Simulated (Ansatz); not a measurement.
**SiH2F2 (SMILES F[SiH2]F) at HSE06/STO-3G**

Aim: the electronic atomisation energy of SiH2F2 at HSE06/STO-3G, from 4 runs. 

Program for the calculation: Ansatz 0.2.0.

53 further runs of the same task are left out: 3 that didn't finish, 50 set aside as unsound or not needed.

## Step 1: The molecule

The species is SiH2F2 (5 atoms), meant as a singlet with charge 0. As SMILES, `F[SiH2]F`. The coordinates come from a PBE0-D4/def2-TZVP relaxation.

Bond lengths: F1–Si2 1.586 Å, Si2–F3 1.586 Å, Si2–H4 1.474 Å, Si2–H5 1.474 Å. Angles: F1–Si2–F3 108.0°, F1–Si2–H4 108.5°, F1–Si2–H5 108.5°, F3–Si2–H4 108.5°, F3–Si2–H5 108.5°, H4–Si2–H5 114.6°.

## Step 2: The energy at HSE06/STO-3G

job.yaml

```yaml
crystal:
  periodic: [false, false, false]
  atoms:
    - {symbol: F, position_ang: [-1.079010, 0.538200, 0.980720]}
    - {symbol: Si, position_ang: [-0.005220, -0.000540, -0.054090]}
    - {symbol: F, position_ang: [1.247630, -0.520590, 0.766910]}
    - {symbol: H, position_ang: [-0.590470, -1.138740, -0.786300]}
    - {symbol: H, position_ang: [0.427070, 1.121680, -0.907250]}
basis:
  gaussian:
    orbitals: STO-3G
total_charge: 0
hamiltonian:
  xc: {name: HSE06}
accuracy: high
```

Launch:

```
$ ansatz run job.yaml --threads 1 --pin off --max-ram 3480MiB --events-out events.jsonl --progress --plain --runs-dir runs
```

Standard output:

```text
Warning: RAYON_NUM_THREADS=1 ignored (pool sized by the plan → 1); use --threads N
Functional definition: HSE06
  name "HSE06"
  parameter a = 0.25
  parameter omega = 0.11/bohr
  exchange = pbe_x - a*pbe_x_sr(omega) + a*exact_x_sr(omega)
  correlation = pbe_c
387 factors; integrals over basis functions are off by at most 1.7e-8 eV
52 factors; integrals over basis functions are off by at most 1.9e-9 eV
mean field evaluation 1: about -13164.1215 eV, gradient 2.2e1 eV
mean field evaluation 2: about -13164.6214 eV, gradient 2.1e1 eV
mean field evaluation 4: about -13166.0106 eV, gradient 1.5e-1 eV
mean field evaluation 8: about -13166.0003 eV, gradient 5.9e-4 eV
mean field evaluation 16: about -13166.0003 eV, gradient 2.1e-8 eV
mean field -13166.00029694 eV, -483.8415866772 hartree, gradient 2.1e-8 eV, S^2 0.000000; 0 other end points of the search recorded, 0 dependent functions left out
reference -13166.00029839 eV, -483.8415867304 hartree; 17, 17 occupied and 4, 4 virtual orbitals, 387 factors
Total energy: -13166.00029839 eV, -483.8415867304 hartree
```

It took 1.4 s on 1 thread of Arm Neoverse V2, shared host; peak memory 0.097 GiB.

## Step 3: The F atom at the same level

molecule.yaml

```yaml
crystal:
  periodic: [false, false, false]
  atoms:
    - {symbol: F, position_ang: [0.000000, 0.000000, 0.000000]}
basis:
  gaussian: {orbitals: STO-3G}
magnetization: {spin_polarized: true, initial_magnetization: 1}
hamiltonian: {xc: {name: HSE06}}
accuracy: high
```

Run the same way, it converges to -98.19947 Eh (log not shown).

## Step 4: The H atom, same level

job.yaml

```yaml
basis:
  gaussian:
    orbitals: STO-3G
crystal:
  periodic: [false, false, false]
  atoms:
    - {symbol: H, position_ang: [0.000000, 0.000000, 0.000000]}
accuracy: high
magnetization:
  spin_polarized: true
  initial_magnetization: 1
hamiltonian:
  xc: {name: HSE06}
```

Launch:

```
$ ansatz run job.yaml --threads 1 --pin off --max-ram 3480MiB --events-out events.jsonl --progress --plain --runs-dir runs
```

Standard output, shortened:

```text
Warning: RAYON_NUM_THREADS=1 ignored (pool sized by the plan → 1); use --threads N
[... 6 set-up lines as earlier in the session ...]
1 factors; integrals over basis functions are off by at most 4.6e-10 eV
1 factors; integrals over basis functions are off by at most 1.8e-10 eV
mean field evaluation 1: about -12.6861 eV, gradient 0.0e0 eV
mean field evaluation 2: about -12.6860 eV, gradient 0.0e0 eV
mean field -12.68600353 eV, -0.4662020310 hartree, gradient 0.0e0 eV, S^2 0.750000; 0 other end points of the search recorded, 0 dependent functions left out
reference -12.68600463 eV, -0.4662020713 hartree; 1, 0 occupied and 0, 1 virtual orbitals, 1 factors
Total energy: -12.68600463 eV, -0.4662020713 hartree
```

Run time: 0.14 s. Hardware: 1 thread of Arm Neoverse V2, shared host.

## Step 5: The Si atom, same level

input.yaml

```yaml
basis:
  gaussian: {orbitals: STO-3G}
crystal:
  periodic: [false, false, false]
  atoms:
    - symbol: Si
      position_ang: [0.000000, 0.000000, 0.000000]
magnetization: {spin_polarized: true, initial_magnetization: 2}
hamiltonian: {xc: hse06}
accuracy: high
```

Run the same way, it converges to -285.81686 Eh (log not shown).

## Step 6: Results

Level: HSE06/STO-3G.

```
                     quantity          value
       molecule: total energy  -483.84159 Eh
         F atom: total energy   -98.19947 Eh
                 F atom: ⟨S²⟩          0.750
         H atom: total energy    -0.46620 Eh
                 H atom: ⟨S²⟩          0.750
        Si atom: total energy  -285.81686 Eh
                Si atom: ⟨S²⟩          2.000
electronic atomisation energy      18.868 eV
```

Taking the molecule apart into free atoms costs 18.87 eV (1820 kJ/mol), before zero-point energy and without spin-orbit coupling. In a minimal basis such a difference can be off by several eV, whatever the method.
